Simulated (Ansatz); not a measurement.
# Pt: a tetragonal deformation path

One table from this session's results is given with a row withheld; the runs are named, their logs left out.

The COD entry's cell or inner coordinates are ideal or old and differ from later refinements, so a difference from it is no clean test against experiment.

Method: DFT PBEsol, scalar-relativistic, plane waves, PAW, in Ansatz 0.2.0.

### The starting structure

The structure is cubic, space group Fm-3m (No. 225). The conventional cell has a = 3.916 Å, b = 3.916 Å, c = 3.916 Å, α = 90.00°, β = 90.00°, γ = 90.00°. Pt (site symmetry m-3m) has 12 Pt at 2.77 Å in its first shell of neighbours.

Coordinates:

```
Pt
1.0
     0.00000    1.95790    1.95790
     1.95790    0.00000    1.95790
     1.95790    1.95790    0.00000
Pt
1
Direct
  0.00000 0.00000 0.00000
```

The cell is taken as given, not relaxed at this level.

### Zero of energy

The reference gives a free energy of -12383.8304 eV, pressure 0.61 GPa, largest force 0.000 eV/Å and gap on the mesh none (metal). It was computed beforehand with the settings of the runs below.

Set-up of the first run:

At fixed volume and fractional coordinates, lengths along (0.000, 0.000, 1.000) are scaled against those across it; ρ is that ratio over its starting value.

input.yaml

```yaml
crystal:
  lattice:
    - [0.0, 2.1977790799, 1.5538298095]
    - [2.1977790799, 0.0, 1.5538298095]
    - [2.1977790799, 2.1977790799, 0.0]
  atoms:
    - { symbol: Pt, position: [0.0, 0.0, 0.0] }
basis:
  ecutwfc: 420
kpoints:
  mp_grid: { grid: [24, 24, 24] }
hamiltonian:
  xc: pbesol
scf:
  occupations: { method: gaussian, width: 0.15 }
output:
  forces: true
  stress: true
  eigenvalues: true
  write_density: true
  write_potential: true
  elf: true
  volumetric_format: npy
```

Command:

```bash
> ansatz run input.yaml --threads 1 --pin off --max-ram 2560MiB --backend cpu --events-out ev --progress --plain --runs-dir out
```

Among the steps run: Point ρ = 0.707; At ρ = 1.414; ρ = 0.850; ρ = 1.200; Point ρ = 0.780; At ρ = 1.300; Point ρ = 0.920; Point ρ = 1.100; ρ = 0.650; At ρ = 1.500; At ρ = 0.960; Point ρ = 1.050.

One of the session's tables, all rows but one given; the rest of the session is left out.

Collected from the runs (energy zero: the undisturbed cell):

| ρ | ΔE (meV/atom) | pressure (GPa) |
| --- | --- | --- |
| 0.650 | 96.2 | 3.4 |
| 0.707 | 121.2 | 3.8 |
| 0.780 | 94.9 | 3.2 |
| 0.850 | 54.1 | 2.3 |
| 0.920 | 18.5 | 1.2 |
| 0.960 | 5.0 | 0.8 |
| 1.000 | 0.0 | 0.6 |
| 1.050 | 9.0 | 0.9 |
| 1.100 | ? | ? |
| 1.200 | 149.2 | 6.0 |
| 1.300 | 336.9 | 13.1 |
| 1.414 | 631.5 | 24.6 |
| 1.500 | 909.6 | 35.7 |

Estimate the missing values for ρ = 1.100.

Worked estimate for «ΔE (meV/atom)». A straight line through the neighbours (1.050, 9.0) and (1.200, 149.2) gives 9.0 + (149.2 − 9.0) × (1.100 − 1.050) / (1.200 − 1.050) = 55.7; a parabola fitted to 4 rows on both sides gives 36.9.

The run gave: ΔE (meV/atom): 37.0; pressure (GPa): 1.9. In «ΔE (meV/atom)» the line misses by +18.7 and the parabola by -0.1.
